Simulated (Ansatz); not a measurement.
# ScBe5 and its elements: a formation energy from the elements

Program: Ansatz's Python interface.

Run as a notebook:

In [1]:
```python
from collections import Counter
import warnings

import ansatz
from ase import Atoms
import numpy as np
```

In [2]:
```python
def ground_state(name, crystal):
    calc = crystal.calculation()
    calc = calc.functional(ansatz.Functional.R2SCAN)
    calc = calc.mixing("msr1", beta=0.5)
    calc = calc.initial_density(normalization="cell").basis(600)
    calc = calc.kpoints(spacing=0.26)
    calc = calc.occupations("fermi_dirac", width=0.05).stress()
    calc = calc.relax(force_tolerance=0.02, cell=True)
    return calc.run()
```

In [3]:
```python
def counts(outcome):
    return Counter(site.symbol for site in outcome.lattice.sites)
```

In [4]:
```python
def formation_energy(outcome, mu):
    n = counts(outcome)
    return (outcome.report["energy_sigma0_ev"] - sum(k * mu[element] for element, k in n.items())) / sum(n.values())
```

In [5]:
```python
def volume_per_atom(outcome):
    return abs(np.linalg.det(outcome.lattice.cell_ang)) / len(outcome.lattice.sites)

warnings.simplefilter("ignore", ansatz.DeckWarning)
```

In [6]:
```python
phases = {}
scbe5 = (
    ansatz.Lattice.from_parameters(4.53656, 4.53656, 3.530311, alpha=90.0, beta=90.0, gamma=120.0)
    .atom("Sc", [0.0, 0.0, 0.0])
    .atom("Be", [1 / 3, 2 / 3, 0.0])
    .atom("Be", [2 / 3, 1 / 3, 0.0])
    .atom("Be", [0.5, 0.0, 0.5])
    .atom("Be", [0.5, 0.5, 0.5])
    .atom("Be", [0.0, 0.5, 0.5])
)
phases["ScBe5"] = scbe5
atoms = Atoms(
    ["Sc", "Sc"],
    scaled_positions=[
        [1 / 3, 2 / 3, 0.25],
        [2 / 3, 1 / 3, 0.75],
    ],
    cell=[
        [3.309, 0.0, 0.0],
        [-1.6545, 2.865678, 0.0],
        [0.0, 0.0, 5.2733],
    ],
    pbc=True,
)
sc = ansatz.Crystal.from_ase(atoms)
phases["Sc"] = sc
be = (
    ansatz.Lattice.from_parameters(2.2853, 2.2853, 3.5842, alpha=90, beta=90, gamma=120)
    .space_group(194)
    .atom("Be", [1 / 3, 2 / 3, 0.25])
)
phases["Be"] = be
```

In [7]:
```python
done = {}
for name, crystal in phases.items():
    done[name] = ground_state(name, crystal)
    print(f"{name}: {done[name].report['energy_sigma0_ev']:.4f} eV, {len(done[name].lattice.sites)} atoms")
```
```text
ScBe5: -2608.5351 eV, 6 atoms
Sc: -4281.1472 eV, 2 atoms
Be: -186.6703 eV, 2 atoms
```

In [8]:
```python
# energy of one atom in its reference phase
references = {"Sc": "Sc", "Be": "Be"}
mu = {element: done[name].report["energy_sigma0_ev"] / len(done[name].lattice.sites) for element, name in references.items()}
```

In [9]:
```python
target = done["ScBe5"]
heat = formation_energy(target, mu)
for element, value in mu.items():
    print(f"mu({element}) = {value:.4f} eV from {references[element]}, {volume_per_atom(done[references[element]]):.2f} A^3/atom")
print(f"formation energy of ScBe5: {heat:.4f} eV/atom = {96.4853 * heat:.1f} kJ/mol of atoms")
```
```text
mu(Sc) = -2140.5736 eV from Sc, 24.94 A^3/atom
mu(Be) = -93.3352 eV from Be, 7.92 A^3/atom
formation energy of ScBe5: -0.2143 eV/atom = -20.7 kJ/mol of atoms
```

The formation energy is -0.214 eV an atom (-20.7 kJ per mole of atoms), so ScBe5 lies below the reference phases. Other compounds of these elements, not run here, can lie lower still.

These settings explore the input space; cutoff and mesh may be short of convergence. For the metals among these phases the mesh is modest: differences between phases can be off by up to 40 meV an atom. The cells come from databases of deposited and of computed structures, and not all need be stable phases. The compound is the structure given, not necessarily its lowest; energies are at zero temperature, with no correction for gases. A semilocal functional's error on such energies is often 0.05 to 0.1 eV an atom, and 0.1 to 0.3 eV against gases such as O2 or F2. Run time: 17 s on 1 thread of AMD EPYC 9R45 96-Core Processor (Zen 5) (shared host), peak memory 0.69 GiB.
